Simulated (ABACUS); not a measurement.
NiMoIrPdW:

```xyz
5
Lattice="2.3446 -1.4314 0.0091 2.3446 1.4314 0.0091 -2.2060 0.0000 10.9237" Properties=species:S:1:pos:R:3 pbc="T T T"
Ir    3.2778    0.0000    1.1936
W     1.6891    0.0000    7.5942
Pd    0.0775    0.0000    5.3638
Mo   -0.5221    0.0000    9.9690
Ni    1.6857    0.0000    3.2343
```

The cell was built by a generator and needn't be a form met in nature.

Base run:

* Program: ABACUS 3.10.1
* Functional: PBE
* Potentials or basis: PseudoDojo NC SR 0.4.1 PBE standard
* Cutoff: 1361 eV
* Density cutoff: 5442 eV
* Basis: DZP LCAO (the cutoffs set its grid)
* k mesh: 8 × 8 × 2
* Occupations: fermi-dirac, width 0.05 eV
* Spin: collinear spin, ferromagnetic start
* Starting moments: [0.6, 0.0, 0.0, 1.0, 1.0] μB
* Fixed moment: 3 μB

Its results: pressure 3.7 GPa; site moments Ir +0.58; W +0.59; Pd +0.32; Mo +0.46; Ni +1.04 μB; largest force 0.518 eV/Å.

Q: The run is repeated on the same cell with these changes: fixed moment from 3 μB to 0.5 μB. What comes out?

A: Pressure 0.6 GPa; site moments Ir +0.06; W +0.05; Pd +0.04; Mo +0.01; Ni +0.34 μB; largest force 0.125 eV/Å.

Caveats: the atomic orbitals were generated for these runs and aren't a published set; this set's palladium file may shift the pressure by some GPa; the basis of atomic orbitals isn't converged, which shifts pressures, moduli and gaps; the total moment is fixed, so each spin has its own Fermi level; the moment is held away from its start (some runs).
